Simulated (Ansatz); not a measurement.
**CH2BN: interaction energy of a dimer with the counterpoise correction in Python**

A script is to give the interaction energy of a dimer with the counterpoise correction; the system is CH2BN. SMILES: BC#N.

Computed with the Python package of Ansatz 0.2.0. Level of theory: B3LYP+D4/def2-SVP.

**1. The system**

Bond lengths: B1–C2 1.476 Å, C2–N3 1.136 Å, B1–H4 1.172 Å, B1–H5 1.206 Å. Angles: B1–C2–N3 179.0°, C2–B1–H4 122.6°, C2–B1–H5 122.6°, H4–B1–H5 114.7°.

No structure file is read: the coordinates are typed or built in the script.

**2. The code**

Contents of dimer.py:

```python
"""Interaction energy of two CH2BN molecules, with the counterpoise correction."""

import ansatz as az

FIRST = [
    ("B", (-0.198, 0.4178, -0.3181)),
    ("C", (0.3449, -0.6824, 0.5018)),
    ("N", (0.7647, -1.5398, 1.1171)),
    ("H", (-0.7484, 0.2346, -1.3366)),
    ("H", (-0.1634, 1.5697, 0.0359)),
]
SECOND = [
    ("B", (0.5614, -2.3496, -2.5884)),
    ("C", (-0.1744, -1.3077, -3.3303)),
    ("N", (-0.7444, -0.5184, -3.9151)),
    ("H", (1.0796, -3.2568, -3.1197)),
    ("H", (0.7276, -2.3024, -1.3953)),
]

def energy(atoms, ghosts=()):
    molecule = az.Crystal.molecule()
    for symbol, xyz in atoms:
        molecule = molecule.atom(symbol, xyz)
    calc = (
        molecule.calculation()
        .basis(gaussian="def2-SVP")
        .functional("b3lyp", dispersion="d4")
    )
    deck = calc.input()
    if ghosts:
        deck = deck.set(az.key.basis.gaussian.ghost_atoms, [{"symbol": s, "position_ang": list(xyz)} for s, xyz in ghosts])
    return az.Session.from_dict(deck).plan().execute().report["free_energy_ev"]

# monomers in their own basis and in the basis of the dimer
both = energy(FIRST + SECOND)
alone = energy(FIRST) + energy(SECOND)
ghosted = energy(FIRST, SECOND) + energy(SECOND, FIRST)
print(f"dimer {both:.6f} eV")
print(f"interaction, uncorrected   {(both - alone):8.3f} eV")
print(f"interaction, counterpoise  {(both - ghosted):8.3f} eV")
print(f"basis-set superposition    {(alone - ghosted):8.3f} eV")
```

**3. What the engine is handed**

The engine receives this input (first run):

```yaml
crystal:
  periodic: [false, false, false]
  atoms:
    - { symbol: B, position_ang: [-0.198, 0.4178, -0.3181] }
    - { symbol: C, position_ang: [0.3449, -0.6824, 0.5018] }
    - { symbol: "N", position_ang: [0.7647, -1.5398, 1.1171] }
    - { symbol: H, position_ang: [-0.7484, 0.2346, -1.3366] }
    - { symbol: H, position_ang: [-0.1634, 1.5697, 0.0359] }
    - { symbol: B, position_ang: [0.5614, -2.3496, -2.5884] }
    - { symbol: C, position_ang: [-0.1744, -1.3077, -3.3303] }
    - { symbol: "N", position_ang: [-0.7444, -0.5184, -3.9151] }
    - { symbol: H, position_ang: [1.0796, -3.2568, -3.1197] }
    - { symbol: H, position_ang: [0.7276, -2.3024, -1.3953] }
basis:
  gaussian:
    orbitals: def2-SVP
hamiltonian:
  xc: b3lyp
  dispersion: d4
```

**4. Launch**

The run is started by

```console
$ python dimer.py
```

Log:

```text
dimer -6464.378124 eV
interaction, uncorrected      0.028 eV
interaction, counterpoise     0.059 eV
basis-set superposition       0.031 eV
```

Wall time 6.9 s (1 thread of Intel Xeon Platinum 8488C (Sapphire Rapids), shared host); peak memory 0.24 GiB.

**5. Inputs of later runs**

The engine's inputs for some of the other runs:

Run 2, against run 1:

```diff
@@ -9,5 +8,0 @@
-    - { symbol: B, position_ang: [0.5614, -2.3496, -2.5884] }
-    - { symbol: C, position_ang: [-0.1744, -1.3077, -3.3303] }
-    - { symbol: "N", position_ang: [-0.7444, -0.5184, -3.9151] }
-    - { symbol: H, position_ang: [1.0796, -3.2568, -3.1197] }
-    - { symbol: H, position_ang: [0.7276, -2.3024, -1.3953] }
```

Run 4, against run 1:

```diff
@@ -9,5 +8,0 @@
-    - { symbol: B, position_ang: [0.5614, -2.3496, -2.5884] }
-    - { symbol: C, position_ang: [-0.1744, -1.3077, -3.3303] }
-    - { symbol: "N", position_ang: [-0.7444, -0.5184, -3.9151] }
-    - { symbol: H, position_ang: [1.0796, -3.2568, -3.1197] }
-    - { symbol: H, position_ang: [0.7276, -2.3024, -1.3953] }
@@ -16,0 +12,6 @@
+    ghost_atoms:
+      - { symbol: B, position_ang: [0.5614, -2.3496, -2.5884] }
+      - { symbol: C, position_ang: [-0.1744, -1.3077, -3.3303] }
+      - { symbol: "N", position_ang: [-0.7444, -0.5184, -3.9151] }
+      - { symbol: H, position_ang: [1.0796, -3.2568, -3.1197] }
+      - { symbol: H, position_ang: [0.7276, -2.3024, -1.3953] }
```

Run 5, against run 1:

```diff
@@ -4,5 +3,0 @@
-    - { symbol: B, position_ang: [-0.198, 0.4178, -0.3181] }
-    - { symbol: C, position_ang: [0.3449, -0.6824, 0.5018] }
-    - { symbol: "N", position_ang: [0.7647, -1.5398, 1.1171] }
-    - { symbol: H, position_ang: [-0.7484, 0.2346, -1.3366] }
-    - { symbol: H, position_ang: [-0.1634, 1.5697, 0.0359] }
@@ -16,0 +12,6 @@
+    ghost_atoms:
+      - { symbol: B, position_ang: [-0.198, 0.4178, -0.3181] }
+      - { symbol: C, position_ang: [0.3449, -0.6824, 0.5018] }
+      - { symbol: "N", position_ang: [0.7647, -1.5398, 1.1171] }
+      - { symbol: H, position_ang: [-0.7484, 0.2346, -1.3366] }
+      - { symbol: H, position_ang: [-0.1634, 1.5697, 0.0359] }
```

Lines on the test bed's own set-up are left out of the output.

**6. Run by run**

The 5 runs, in the order started:

| run | system | ghost atoms | energy (eV) | SCF cycles | CPU time (s) |
| --- | --- | --- | --- | --- | --- |
| 1 | C2H4B2N2 | not set | -6464.3781 | 15 | 1.8 |
| 2 | CH2BN | not set | -3232.2029 | 13 | 0.48 |
| 3 | CH2BN | not set | -3232.2028 | 13 | 0.63 |
| 4 | CH2BN | a list of 5 | -3232.2184 | 13 | 1.9 |
| 5 | CH2BN | a list of 5 | -3232.2186 | 13 | 1.5 |

Totals carry meaning only in balanced differences at one level of theory.

**7. What came out**

| quantity | value |
| --- | --- |
| interaction energy, uncorrected | 0.028 eV |
| interaction energy, counterpoise | 0.059 eV |
| runs compared | 5 |

In words: The pair is unbound at this geometry and level. Uncorrected it is 0.028 eV, with the counterpoise correction 0.059 eV; the difference, 0.03 eV, is the superposition error. The pose is repulsive. Reading the output:
- The dimer is a generated trial pose of unrelaxed monomers, not a minimum, so the figure is no binding energy, and the basis set is small.
- b3lyp holds the VWN-RPA fit, as in Gaussian; the form of ORCA and Turbomole is b3lyp5.
